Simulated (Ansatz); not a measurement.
# Sn: a tetragonal deformation path

The task here is to estimate one member of a computed series from the others.

Program: Ansatz 0.2.0. Level of theory: DFT PBE, scalar-relativistic, plane waves, PAW. These are calculated values, not measurements.

### The structure to begin with

The structure is cubic, space group Fd-3m (No. 227). The conventional cell has a = 6.491 Å, b = 6.491 Å, c = 6.491 Å, α = 90.00°, β = 90.00°, γ = 90.00°. Sn (site symmetry -43m) has 4 Sn at 2.81 Å in its first shell of neighbours.

Coordinates:

```xyz
2
Lattice="0.0000 3.2456 3.2456 3.2456 0.0000 3.2456 3.2456 3.2456 0.0000" Properties=species:S:1:pos:R:3 pbc="T T T"
Sn    3.2456    3.2456    3.2456
Sn    4.8684    4.8684    4.8684
```

The cell is taken as given, not relaxed at this level.

### The reference cell

The reference gives a free energy of -12048.3769 eV, pressure 3.21 GPa, largest force 0.000 eV/Å and gap on the mesh none (metal). It was computed beforehand with the settings of the runs below.

The first run:

At fixed volume and fractional coordinates, lengths along (0.000, 0.000, 1.000) are scaled against those across it; ρ is that ratio over its starting value.

Contents of input.yaml:

```yaml
crystal:
  lattice:
    - [0.0, 3.6432462238, 2.5757750802]
    - [3.6432462238, 0.0, 2.5757750802]
    - [3.6432462238, 3.6432462238, 0.0]
  atoms:
    - { symbol: Sn, position: [0.5, 0.5, 0.5] }
    - { symbol: Sn, position: [0.75, 0.75, 0.75] }
basis:
  ecutwfc: 420
kpoints:
  mp_grid: { grid: [14, 14, 14] }
hamiltonian:
  xc: pbe
scf:
  occupations: { method: gaussian, width: 0.15 }
output:
  forces: true
  stress: true
  eigenvalues: true
```

Started as:

```console
$ ansatz run input.yaml --threads 1 --pin off --max-ram 2560MiB --backend cpu --events-out ev --progress --plain --runs-dir out
```

Among the steps run: Point ρ = 0.707; At ρ = 1.414; ρ = 0.850; At ρ = 1.200; At ρ = 0.780; Point ρ = 1.300; ρ = 0.920; ρ = 1.100; At ρ = 0.650; ρ = 1.500; Point ρ = 0.960; Point ρ = 1.050.

One table of the session follows, with a row left open; its other results are not shown here.

The scan, with free energies counted from the undisturbed cell:

| ρ | ΔE (meV/atom) | pressure (GPa) |
| --- | --- | --- |
| 0.650 | 152.2 | 0.3 |
| 0.707 | 122.2 | 1.2 |
| 0.780 | 81.1 | 2.2 |
| 0.850 | 42.5 | 2.8 |
| 0.920 | 12.9 | 3.1 |
| 0.960 | 3.3 | 3.2 |
| 1.000 | 0.0 | 3.2 |
| 1.050 | 5.2 | 3.2 |
| 1.100 | 21.0 | 3.2 |
| 1.200 | ? | ? |
| 1.300 | 162.5 | 2.9 |
| 1.414 | 245.4 | 2.4 |
| 1.500 | 283.4 | 1.9 |

**Question.** Estimate the row for ρ = 1.200.

Worked estimate for «ΔE (meV/atom)». A straight line through the neighbours (1.100, 21.0) and (1.300, 162.5) gives 21.0 + (162.5 − 21.0) × (1.200 − 1.100) / (1.300 − 1.100) = 91.7; a parabola fitted to 4 rows on both sides gives 89.4.

The run gave: ΔE (meV/atom): 81.0; pressure (GPa): 3.0. In «ΔE (meV/atom)» the line misses by +10.7 and the parabola by +8.4.
